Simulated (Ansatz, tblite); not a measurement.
# The cluster Sn₁₃H₁₈O: one state, many levels

How do method and basis change the picture of the cluster Sn₁₃H₁₈O (singlet)?

Method: as each input shows; program: Ansatz 0.2.0, Gaussian basis.

Plan: GFN1-xTB, GFN2-xTB, PBE-D4/def2-TZVP, r2SCAN-D4/def2-TZVP, LDA/def2-TZVP, B97M-V/def2-TZVP, BLYP-D4/def2-TZVP, PBE-D4/def2-SVP, PBE0-D4/def2-SVP, MP2/def2-SVP, RPA/def2-SVP.

1 further run of the same task is left out (set aside as unsound or not needed).

**1. The geometry**

The singlet was relaxed beforehand with r2SCAN-D4/def2-SVP.

32 atoms, charge 0, spin multiplicity 1.

Bond lengths: Sn1–Sn9 2.825 Å, Sn1–Sn10 2.821 Å, Sn1–H15 1.793 Å, Sn1–H16 1.726 Å, Sn2–Sn8 2.815 Å, Sn2–Sn11 2.809 Å, Sn2–H17 1.724 Å, Sn2–H18 1.729 Å, Sn3–Sn6 3.057 Å, Sn3–O14 1.962 Å, Sn4–Sn8 2.801 Å, Sn4–Sn9 2.716 Å, Sn4–Sn13 2.907 Å, Sn4–H19 1.722 Å, Sn5–Sn10 2.819 Å, Sn5–Sn13 2.914 Å, Sn5–H20 1.730 Å, Sn5–H21 1.730 Å and more. Angles: Sn9–Sn1–Sn10 107.0°, Sn9–Sn1–H15 96.0°, Sn9–Sn1–H16 108.0°, Sn10–Sn1–H15 108.4°, Sn10–Sn1–H16 131.5°, H15–Sn1–H16 100.2°, Sn8–Sn2–Sn11 117.0°, Sn8–Sn2–H17 104.5°, Sn8–Sn2–H18 102.9°, Sn11–Sn2–H17 116.7°, Sn11–Sn2–H18 108.5°, H17–Sn2–H18 106.0°, Sn6–Sn3–O14 88.4°, Sn8–Sn4–Sn9 131.7°, Sn8–Sn4–Sn13 115.0°, Sn8–Sn4–H19 114.8°, Sn9–Sn4–Sn13 70.6°, Sn9–Sn4–H19 108.5° and more.

Sn takes a core potential in the def2 sets. No spin-orbit coupling is included.

PBE0-D4/def2-TZVP was run before; its log isn't repeated, and its numbers join the tables.

**2. GFN1-xTB**

Tight binding, by tblite at 300 K electronic temperature and without a spin-polarisation term:

```python
tblite.interface.Calculator('GFN1-xTB', numbers, positions, charge=0, uhf=0).singlepoint()
```

Energy -1285.0384 eV, HOMO -9.71 eV, LUMO -8.52 eV; 0.12 s.

**3. GFN2-xTB**

Tight binding, by tblite at 300 K electronic temperature and without a spin-polarisation term:

```python
tblite.interface.Calculator('GFN2-xTB', numbers, positions, charge=0, uhf=0).singlepoint()
```

Energy -1112.3196 eV, HOMO -10.34 eV, LUMO -9.16 eV; 0.24 s.

**4. PBE-D4/def2-TZVP**

start.molden holds the orbitals of an earlier run on this state, given as this run's starting guess.

The input, in.yaml:

```yaml
crystal:
  periodic: [false, false, false]
  atoms:
    - {symbol: Sn, position_ang: [0.738886, -3.321518, 0.327303]}
    - {symbol: Sn, position_ang: [-2.217950, 2.618518, -2.846489]}
    - {symbol: Sn, position_ang: [0.237420, -0.623763, -2.272237]}
    - {symbol: Sn, position_ang: [-3.415048, -0.616523, 0.446486]}
    - {symbol: Sn, position_ang: [0.734100, -0.871174, 3.372664]}
    - {symbol: Sn, position_ang: [0.957392, 1.387763, -0.085094]}
    - {symbol: Sn, position_ang: [4.501089, -0.640713, -0.034137]}
    - {symbol: Sn, position_ang: [-3.782536, 0.386531, -2.142431]}
    - {symbol: Sn, position_ang: [-1.730996, -2.506731, 1.429141]}
    - {symbol: Sn, position_ang: [2.765010, -1.992057, 1.771518]}
    - {symbol: Sn, position_ang: [-0.527881, 3.665589, -0.862279]}
    - {symbol: Sn, position_ang: [3.631575, 0.780308, -2.472714]}
    - {symbol: Sn, position_ang: [-1.306153, 0.671483, 1.977455]}
    - {symbol: O, position_ang: [2.078113, -0.477144, -2.936012]}
    - {symbol: H, position_ang: [0.524798, -2.489544, -1.245962]}
    - {symbol: H, position_ang: [0.583888, -4.966374, -0.173621]}
    - {symbol: H, position_ang: [-3.332568, 3.714765, -3.572514]}
    - {symbol: H, position_ang: [-1.238574, 2.012012, -4.136321]}
    - {symbol: H, position_ang: [-4.813602, -0.556355, 1.449613]}
    - {symbol: H, position_ang: [0.230382, -2.064734, 4.519223]}
    - {symbol: H, position_ang: [1.290759, 0.465582, 4.319904]}
    - {symbol: H, position_ang: [1.955746, 1.814952, 1.271728]}
    - {symbol: H, position_ang: [5.564026, -1.986745, -0.324007]}
    - {symbol: H, position_ang: [5.400280, 0.285152, 1.130417]}
    - {symbol: H, position_ang: [-3.561771, -0.937351, -3.217641]}
    - {symbol: H, position_ang: [-5.466405, 0.761260, -2.134904]}
    - {symbol: H, position_ang: [-2.278562, -3.215342, 2.898779]}
    - {symbol: H, position_ang: [3.454794, -3.268223, 2.724028]}
    - {symbol: H, position_ang: [0.323390, 4.947199, -1.642251]}
    - {symbol: H, position_ang: [-1.535252, 4.381262, 0.335943]}
    - {symbol: H, position_ang: [2.441836, 1.827513, -1.354914]}
    - {symbol: H, position_ang: [-2.206187, 0.814413, 3.479314]}
basis:
  gaussian: {orbitals: def2-TZVP, fitting: {mean_field: def2-universal-jkfit}, initial_orbitals: start.molden}
hamiltonian: {xc: pbe, dispersion: d4}
scf: {omitted_lower_state_checks: [starts]}
output: {forces: true, orbitals: {seedname: orbitals}}
```

Launch:

```
$ ansatz run in.yaml --threads 2 --pin off --events-out ev --progress --plain --max-ram 32768MiB --backend cuda --devices 0, --max-vram 18GiB
```

The runs that follow: r2SCAN-D4/def2-TZVP; LDA/def2-TZVP; B97M-V/def2-TZVP; BLYP-D4/def2-TZVP; PBE-D4/def2-SVP; PBE0-D4/def2-SVP; MP2/def2-SVP; RPA/def2-SVP.

**Question.** What will the summary of the whole plan be? Wanted: gap in def2-TZVP, named functionals, smallest and largest; correlation energy, MP2/def2-SVP; binding an atom, functionals in def2-TZVP; PBE0 total energy, smallest basis above largest.

**Answer**, as computed:

```
                                                 quantity                             value
gap in def2-TZVP, named functionals, smallest and largest  1.70 eV (LDA), 2.93 eV (PBE0-D4)
                         correlation energy, MP2/def2-SVP                         -45.64 eV
                binding an atom, functionals in def2-TZVP   2.43 (BLYP-D4) to 2.87 eV (LDA)
          PBE0 total energy, smallest basis above largest     5.23 eV (def2-SVP, def2-TZVP)
```

What this shows: Over the named functionals in def2-TZVP the gap runs from 1.70 eV (LDA) to 2.93 eV (PBE0-D4); exact exchange widens it.
